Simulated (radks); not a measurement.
# Pr³⁺ in [Xe] 4f2: an all-electron calculation

An exercise on one series of results from a longer session: the logs are not shown, and one member is left open.

Method: non-relativistic Kohn-Sham, TPSS, spin-unpolarised, spherical densities, point nucleus. Code: radks (a radial shooting solver on a logarithmic mesh, Libxc functionals) version 1.

**What is computed**

| Quantity | Value |
| --- | --- |
| element | praseodymium (Z = 59) |
| charge | +3 |
| electrons | 56 |
| configuration | [Xe] 4f2 |

Outer shells as boxes (Hund's rule):

Pr³⁺
```
[Xe] core
4f [↑ ][↑ ][  ][  ][  ][  ][  ]
```

The first run:

The run's settings:

```text
Z 59
configuration [Xe] 4f2 6s0 5d0 6p0 5f0
relativity non-relativistic
functional tpss,tpss
spin unpolarised
nucleus point
```

The run is started by

```sh
python run_ks.py task.json out
```

This one command runs every case of the session in turn.

Steps of the session up to this table: Self-consistent calculation.

One of the session's tables, all rows but one given; the rest of the session is left out.

It belongs to the step «Shells». Radial moments (bohr):

```
level      <r>  outermost maximum (interpolated)  90 % within  nodes
   1s  0.02572                            0.0171       0.0457      0
   2s   0.1100                            0.0937        0.169      1
   2p  0.09352                            0.0731        0.151      0
   3s   0.2871                             0.263        0.420      2
   3p        ?                                 ?            ?      ?
   3d   0.2483                             0.202        0.387      0
   4s   0.6523                             0.607        0.935      3
   4p   0.6713                             0.616        0.974      2
   4d   0.7206                             0.633         1.08      1
   5s    1.541                              1.40         2.20      4
   5p    1.703                              1.52         2.46      3
   4f   0.9654                             0.655         1.63      0
   5d    2.259                              1.93         3.36      2
   6s    3.477                              3.27         4.88      5
```

Q: Estimate the row for 3p from the others.

**Answer.** <r>: 0.2771; outermost maximum (interpolated): 0.250; 90 % within: 0.414; nodes: 1. In the column «<r>» it lies between 3d (0.2483) and 3s (0.2871).

To keep in mind: Relativity is left out here, which matters for elements this heavy. Spin polarisation and multiplet splitting are left out.
